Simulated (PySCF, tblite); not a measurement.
**C₃H₈OSSi₂: geometry, infrared bands and NMR shifts**

Wanted: the infrared bands and NMR shifts of C₃H₈OSSi₂ (`O=C/C=C/[SiH2]S[SiH3]`), by calculation.

Computed with tblite 0.8.0 and PySCF 2.14.0, with density-fitted response routines of our own, on a single molecule in the gas phase. Atoms are numbered from 0 throughout.

## 1. The starting structure

15 atoms, charge 0, multiplicity 1; geometry from: force field or distance geometry start.

Bonds of the start (Å): O0–C1 1.28, C1–C2 1.45, C2–C3 1.32, C3–Si4 1.85, Si4–S5 2.14, S5–Si6 2.15, C1–H7 1.08, C2–H8 1.10, C3–H9 1.09, Si4–H10 1.48, Si4–H11 1.47, Si6–H12 1.47, Si6–H13 1.49, Si6–H14 1.47.

## 2. Optimising the geometry with GFN2-xTB

What the job is given:

```
{"job": {"kind": "relax", "xc": "GFN2-xTB", "basis": "xTB"}, "charge": 0, "multiplicity": 1}
O      4.079100     1.109500     1.370700
C      3.493900     0.173900     0.722700
C      2.050900     0.093400     0.687800
C      1.422700    -0.859300     0.022600
Si    -0.425100    -0.941600    -0.009700
S     -1.280500     0.641200    -1.166300
Si    -3.419100     0.600800    -0.911300
H      4.157500    -0.535300     0.255200
H      1.420900     0.839700     1.191900
H      1.978600    -1.645100    -0.491800
H     -0.757100    -2.274400    -0.547800
H     -1.001300    -0.835600     1.341600
H     -3.923300     1.886600    -0.409600
H     -3.687600    -0.482600     0.073700
H     -4.113700     0.225500    -2.151500
```

On the command line:

```sh
OMP_NUM_THREADS=1 python probes_run.py task.json out
```

One launch serves the whole session: the jobs run in the order shown.

**Question.** This job is followed by: GFN2-xTB harmonic vibrations, gas phase; GIAO PBE0/pcSseg-1 NMR shielding, non-relativistic, gas phase. Predict these results of the whole session: strongest single infrared mode (GFN2-xTB); zero-point energy (GFN2-xTB); ¹³C shifts against TMS (PBE0/pcSseg-1); ¹H shifts against TMS (PBE0/pcSseg-1, means over atoms taken as alike); ¹⁷O shifts against H2O (PBE0/pcSseg-1); ²⁹Si shifts against TMS (PBE0/pcSseg-1); ³³S shifts against CS2 (PBE0/pcSseg-1).

**Answer**, as computed:

| quantity | value |
| --- | --- |
| strongest single infrared mode (GFN2-xTB) | 694 cm⁻¹, 563 km/mol |
| zero-point energy (GFN2-xTB) | 58.2 kcal/mol |
| ¹³C shifts against TMS (PBE0/pcSseg-1) | 197.2, 157.5, 155.7 ppm |
| ¹H shifts against TMS (PBE0/pcSseg-1, means over atoms taken as alike) | 9.74, 7.05, 6.60, 5.24, 4.71 ppm |
| ¹⁷O shifts against H2O (PBE0/pcSseg-1) | 719.9 ppm |
| ²⁹Si shifts against TMS (PBE0/pcSseg-1) | -34.4, -58.9 ppm |
| ³³S shifts against CS2 (PBE0/pcSseg-1) | -331 ppm |

In words: The optimisation took 266 steps and gained 0.471 eV; among the close pairs (by a distance rule), O0–C1 changed most, from 1.280 to 1.204 Å. All 39 modes are real, so the xTB geometry is a minimum. The strongest single mode, at 694 cm⁻¹, moves mainly H11 and H10. GFN2-xTB is a fitted tight-binding method: band positions and strengths are rough. Its intensities can rank the bands wrongly. C1 (aldehyde carbonyl carbon) lies farthest downfield among carbon, at 197.2 ppm; low-lying n→π* states of the double bond to the heteroatom give a large paramagnetic term (-260 ppm). H7 (hydrogen on an aldehyde carbonyl carbon) lies farthest downfield among hydrogen, at 9.74 ppm; the C=O anisotropy and electron withdrawal place aldehyde protons far downfield. At PBE0/pcSseg-1: The widest tensor belongs to O0: span 1417 ppm, with a paramagnetic part of -775 ppm.
